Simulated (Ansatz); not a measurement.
# F3H4NSi: the cost of one run

Program: Ansatz 0.2.0. Level of theory: RKS B3LYP-D4/cc-pVDZ. These are calculated values, not measurements.

## (1) The structure to begin with

Bond lengths: Si1–F3 1.590 Å, Si1–F4 1.589 Å, Si1–F5 1.589 Å, Si1–N6 2.120 Å, N6–H7 1.060 Å, N6–H8 1.060 Å. Angles: F3–Si1–F4 109.5°, F3–Si1–F5 109.5°, F3–Si1–N6 178.9°, F4–Si1–F5 109.5°, F4–Si1–N6 70.0°, F5–Si1–N6 70.0°, Si1–N6–H7 120.0°, Si1–N6–H8 120.0°, H7–N6–H8 120.0°.

Structure file:

```xyz
9

Si    0.0000    0.0000    0.0000
H     0.0000    0.0000    1.8100
F     1.4994    0.0000   -0.5295
F    -0.7489    1.2974   -0.5295
F    -0.7489   -1.2974   -0.5295
N    -2.0118    0.0000    0.6685
H    -2.7319   -0.6071    0.1822
H    -2.2977    0.6071    1.4890
H    -0.9927    0.0000    1.7642
```

## (2) Pulling towards end A

Springs on the bonds that form and break draw the guess towards this end; the thresholds are loose.

Input file input.yaml:

```yaml
crystal:
  periodic: [false, false, false]
  atoms:
    - { symbol: Si, position_ang: [0.0, 0.0, 0.0] }
    - { symbol: H, position_ang: [0.0, 0.0, 1.81] }
    - { symbol: F, position_ang: [1.4994, 0.0, -0.5295] }
    - { symbol: F, position_ang: [-0.7489, 1.2974, -0.5295] }
    - { symbol: F, position_ang: [-0.7489, -1.2974, -0.5295] }
    - { symbol: "N", position_ang: [-2.0118, 0.0, 0.6685] }
    - { symbol: H, position_ang: [-2.7319, -0.6071, 0.1822] }
    - { symbol: H, position_ang: [-2.2977, 0.6071, 1.489] }
    - { symbol: H, position_ang: [-0.9927, 0.0, 1.7642] }
basis:
  gaussian: { orbitals: cc-pVDZ }
hamiltonian:
  xc: b3lyp
  dispersion: d4
relax:
  f_tol: 0.15
  max_steps: 25
  restrain:
    - { distance: [0, 5], at: 3.02, k: 30.0 }
    - { distance: [8, 1], at: 1.86, k: 30.0 }
    - { distance: [0, 1], at: 1.46, k: 30.0 }
    - { distance: [8, 5], at: 1.06, k: 30.0 }
```

Command:

```
$ ansatz run input.yaml --threads 2 --pin off --max-ram 3072MiB --backend cpu --events-out ev --progress --plain --runs-dir out
```

Q: Estimate wall time and peak memory on 2 threads of Arm Neoverse V1, shared host.

About 24 s, with a peak of 0.19 GiB.
